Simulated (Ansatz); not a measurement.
# BiB (CsCl type): the cost of one run

Computed with Ansatz 0.2.0 (DFT PBE, with the methods named in each step, unless a step's input says otherwise).

1 further run of the same task is left out (for a known fault of the program). Runs told in other sessions of the task aren't counted.

## (1) The structure to begin with

Symmetry: Pm-3m, No. 221, cubic system. Conventional cell: a = 3.131 Å, b = 3.131 Å, c = 3.131 Å, α = 90.00°, β = 90.00°, γ = 90.00°. Around B (site symmetry m-3m) lie 8 Bi at 2.71 Å. Bi (site symmetry m-3m) has 8 B at 2.71 Å in its first shell of neighbours.

Structure file:

```xyz
2
Lattice="3.1309 0.0000 0.0000 0.0000 3.1309 0.0000 0.0000 0.0000 3.1309" Properties=species:S:1:pos:R:3 pbc="T T T"
B     0.0000    0.0000    0.0000
Bi    1.5655    1.5655    1.5655
```

Whether this phase is the stable one at these pressures isn't tested.

Atoms are numbered in the order of the input: B1, Bi2.

## (2) Cell relaxed at zero pressure, PAW

Contents of input.yaml:

```yaml
crystal:
  lattice:
    - [3.1309361496, 0.0, 0.0]
    - [0.0, 3.1309361496, 0.0]
    - [0.0, 0.0, 3.1309361496]
  atoms:
    - { symbol: B, position: [0.0, 0.0, 0.0] }
    - { symbol: Bi, position: [0.5, 0.5, 0.5] }
kpoints:
  mp_grid: { grid: [13, 13, 13] }
scf:
  occupations: { method: fermi_dirac, width: 0.05 }
hamiltonian:
  xc: pbe
  pseudopotentials: { kind: paw }
output:
  forces: true
  stress: true
relax:
  f_tol: 0.005
  max_steps: 40
  cell: {}
```

The run is started by

```console
> ansatz run input.yaml --threads 1 --pin off --max-ram 2048MiB --backend cpu --events-out ev --progress --plain --runs-dir out
```

Q: Estimate wall time and peak memory on 1 thread of Arm Neoverse V1, shared host.

About 19 s, with a peak of 0.34 GiB.
